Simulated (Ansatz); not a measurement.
# AlFHLiO: single points off equilibrium

The atoms stand at a structure displaced at random from a GFN2-xTB minimum. How far do the functionals agree with CCSD(T) there?

The runs use Ansatz 0.2.0, Gaussian basis; single points in def2-TZVPP.

Cores are frozen in the correlated methods. The outer core shell of Li, Na, Mg and K is correlated.

## 1. The starting structure

5 atoms, charge 0, spin multiplicity 1.

Atoms are counted from 1 here; the program's logs count them from 0.

Bond lengths: Li1–Al2 2.474 Å, Al2–O3 1.592 Å, Al2–F4 1.749 Å, O3–H5 1.023 Å. Angles: Li1–Al2–O3 118.2°, Li1–Al2–F4 117.2°, O3–Al2–F4 124.3°, Al2–O3–H5 165.3°.

As a file:

```xyz
5
AlFHLiO
Li   -2.1590   -1.0115    1.1139
Al   -0.3563    0.0351   -0.2184
O     1.1023    0.1075    0.4145
F    -0.7439    0.5061   -1.8574
H     2.0871    0.3040    0.6113
```

## 2. CCSD(T)/def2-TZVPP

Input file run/in.yaml:

```yaml
crystal:
  periodic: [false, false, false]
  atoms:
    - {symbol: Li, position_ang: [-2.159000, -1.011500, 1.113900]}
    - {symbol: Al, position_ang: [-0.356300, 0.035100, -0.218400]}
    - {symbol: O, position_ang: [1.102300, 0.107500, 0.414500]}
    - {symbol: F, position_ang: [-0.743900, 0.506100, -1.857400]}
    - {symbol: H, position_ang: [2.087100, 0.304000, 0.611300]}
basis:
  gaussian: {orbitals: def2-TZVPP}
correlation: {method: ccsd_t}
output: {forces: true}
```

No record of the launch command was kept for these runs.

## 3. PBE0-D4/def2-TZVPP

run/in.yaml: that of step 2 with these lines changed.

```diff
@@ -10,3 +10,3 @@
   gaussian: {orbitals: def2-TZVPP}
-correlation: {method: ccsd_t}
-output: {forces: true}
+hamiltonian: {xc: pbe0, dispersion: d4}
+output: {forces: true, orbitals: {seedname: orbitals}}
```

## 4. wB97M-V/def2-TZVPP

run/in.yaml: that of step 3 with these lines changed.

```diff
@@ -10,3 +10,3 @@
   gaussian: {orbitals: def2-TZVPP}
-hamiltonian: {xc: pbe0, dispersion: d4}
-output: {forces: true, orbitals: {seedname: orbitals}}
+hamiltonian: {xc: {name: wB97M-V}}
+output: {forces: true}
```

## 5. r2SCAN-D4/def2-TZVPP

run/in.yaml: that of step 4 with these lines changed.

```diff
@@ -10,3 +10,3 @@
   gaussian: {orbitals: def2-TZVPP}
-hamiltonian: {xc: {name: wB97M-V}}
+hamiltonian: {xc: r2scan, dispersion: d4}
 output: {forces: true}
```

## 6. PBE-D4/def2-TZVPP

run/in.yaml: that of step 5 with these lines changed.

```diff
@@ -10,3 +10,3 @@
   gaussian: {orbitals: def2-TZVPP}
-hamiltonian: {xc: r2scan, dispersion: d4}
+hamiltonian: {xc: pbe, dispersion: d4}
 output: {forces: true}
```

## 7. CAM-B3LYP-D4/def2-TZVPP

run/in.yaml: that of step 6 with these lines changed.

```diff
@@ -10,3 +10,3 @@
   gaussian: {orbitals: def2-TZVPP}
-hamiltonian: {xc: pbe, dispersion: d4}
+hamiltonian: {xc: {name: CAM-B3LYP}, dispersion: d4}
 output: {forces: true}
```

## 8. BHLYP-D4/def2-TZVPP

run/in.yaml: that of step 7 with these lines changed.

```diff
@@ -10,3 +10,3 @@
   gaussian: {orbitals: def2-TZVPP}
-hamiltonian: {xc: {name: CAM-B3LYP}, dispersion: d4}
+hamiltonian: {xc: {name: BHLYP}, dispersion: d4}
 output: {forces: true}
```

(Steps that only read results are left out.)

Q: Predict the outcome of this session. Wanted: energy less free atoms, CCSD(T)/def2-TZVPP; RMS force component; RMS force error; HOMO and LUMO, PBE0-D4; T1 diagnostic.

As calculated:

| quantity | value |
| --- | --- |
| energy less free atoms, CCSD(T)/def2-TZVPP | -373.2 kcal/mol |
| RMS force component | 2.083 to 2.293 eV/Å over the methods |
| RMS force error | PBE0-D4 0.082, wB97M-V 0.068, r2SCAN-D4 0.097, PBE-D4 0.233, CAM-B3LYP-D4 0.100, BHLYP-D4 0.179 eV/Å |
| HOMO and LUMO, PBE0-D4 | -5.30 and -1.27 eV |
| T1 diagnostic | 0.014 |

In words: Against CCSD(T) the functionals' energies less atoms differ by -15.3 to +11.9 kcal/mol, PBE-D4 by -15.3 kcal/mol. A larger basis would deepen the CCSD(T) value, while the functionals are nearly converged already, so the order here is not reliable. The forces of wB97M-V come nearest to CCSD(T), those of PBE-D4 are farthest. Frozen-core CCSD(T) forces in triple zeta carry basis errors of their own, and this is one geometry, so small gaps rank nothing.
